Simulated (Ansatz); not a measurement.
# CH₉NOSi₂: one species, many methods

One table from this session's results is given with a row withheld; the runs are named, their logs left out.

Method: functionals in def2-TZVPP, the program's frozen cores in correlated methods; program: Ansatz 0.2.0, Gaussian basis.

Levels to be run: PBE-D4, r2SCAN-D4, PBE0-D4, B3LYP-D4, ωB97X-V, ωB97M-V, B2PLYP; CCSD(T)/def2-TZVPP; MP2/def2-QZVPP; extrapolation to the limit.

## The geometry

An earlier PBE0-D4 in a triple-zeta def2 set relaxation fixed the geometry.

SMILES `NC([SiH3])[SiH2]O`, 14 atoms, charge 0, spin multiplicity 1.

Atoms are counted from 1 here; the program's logs count them from 0.

Bond lengths: N1–C2 1.474 Å, N1–H6 1.014 Å, N1–H7 1.014 Å, C2–Si3 1.881 Å, C2–Si4 1.873 Å, C2–H8 1.099 Å, Si3–H9 1.485 Å, Si3–H10 1.489 Å, Si3–H11 1.489 Å, Si4–O5 1.654 Å, Si4–H12 1.491 Å, Si4–H13 1.493 Å, O5–H14 0.957 Å. Angles: C2–N1–H6 110.2°, C2–N1–H7 110.6°, H6–N1–H7 106.6°, N1–C2–Si3 109.4°, N1–C2–Si4 113.0°, N1–C2–H8 108.3°, Si3–C2–Si4 113.8°, Si3–C2–H8 104.7°, Si4–C2–H8 107.2°, C2–Si3–H9 111.2°, C2–Si3–H10 109.0°, C2–Si3–H11 110.0°, H9–Si3–H10 108.7°, H9–Si3–H11 109.3°, H10–Si3–H11 108.6°, C2–Si4–O5 104.8°, C2–Si4–H12 112.3°, C2–Si4–H13 110.4° and more.

Set-up of the first run:

The input, in.yaml:

```yaml
crystal:
  periodic: [false, false, false]
  atoms:
    - {symbol: N, position_ang: [-0.912001, 1.222739, 0.742655]}
    - {symbol: C, position_ang: [-0.252881, -0.082699, 0.559827]}
    - {symbol: Si, position_ang: [1.447979, -0.041393, 1.362354]}
    - {symbol: Si, position_ang: [-0.231471, -0.647287, -1.225583]}
    - {symbol: O, position_ang: [-1.785512, -0.437086, -1.752694]}
    - {symbol: H, position_ang: [-1.799303, 1.239142, 0.251625]}
    - {symbol: H, position_ang: [-0.347539, 1.965098, 0.345707]}
    - {symbol: H, position_ang: [-0.812860, -0.835724, 1.132490]}
    - {symbol: H, position_ang: [1.342815, 0.106253, 2.836377]}
    - {symbol: H, position_ang: [2.211123, 1.116721, 0.819396]}
    - {symbol: H, position_ang: [2.190288, -1.291795, 1.044084]}
    - {symbol: H, position_ang: [0.195419, -2.068964, -1.363222]}
    - {symbol: H, position_ang: [0.694937, 0.203788, -2.029914]}
    - {symbol: H, position_ang: [-1.953797, -0.477894, -2.694200]}
basis:
  gaussian: {orbitals: def2-TZVPP}
hamiltonian: {xc: pbe, dispersion: d4}
output: {forces: true, orbitals: {seedname: orbitals}}
```

Launch:

```
$ ansatz run in.yaml --threads 4 --pin off --events-out ev --progress --plain --max-ram 10444MiB
```

Among the steps run: PBE-D4 (GGA); r2SCAN-D4 (meta-GGA); PBE0-D4 (hybrid); B3LYP-D4 (hybrid); ωB97X-V (range-separated); ωB97M-V (range-separated); B2PLYP (double hybrid); CCSD(T) in def2-TZVPP; MP2 in def2-QZVPP.

One of the session's tables, all rows but one given; the rest of the session is left out.

| method | atomisation energy (kcal/mol) |
| --- | --- |
| PBE-D4 | 1143.9 |
| r2SCAN-D4 | 1134.4 |
| PBE0-D4 | 1128.6 |
| B3LYP-D4 | 1137.9 |
| ωB97X-V | 1144.3 |
| ωB97M-V | 1141.7 |
| B2PLYP | 1122.9 |
| HF/def2-TZVPP | 819.3 |
| MP2/def2-TZVPP | 1115.1 |
| CCSD/def2-TZVPP | 1093.2 |
| CCSD(T)/def2-TZVPP | 1107.5 |
| MP2/CBS | ? |
| CCSD(T)/CBS | 1140.3 |

Estimate the missing values for MP2/CBS.

The run gave: atomisation energy (kcal/mol): 1148.0. In the column «atomisation energy (kcal/mol)» it is the highest.

Limits of these values: Free atoms (1 N, 1 C, 2 Si, 1 O, 9 H) were run apart at each level; the atomisation energy is their sum less the molecule, without zero-point or spin-orbit terms.
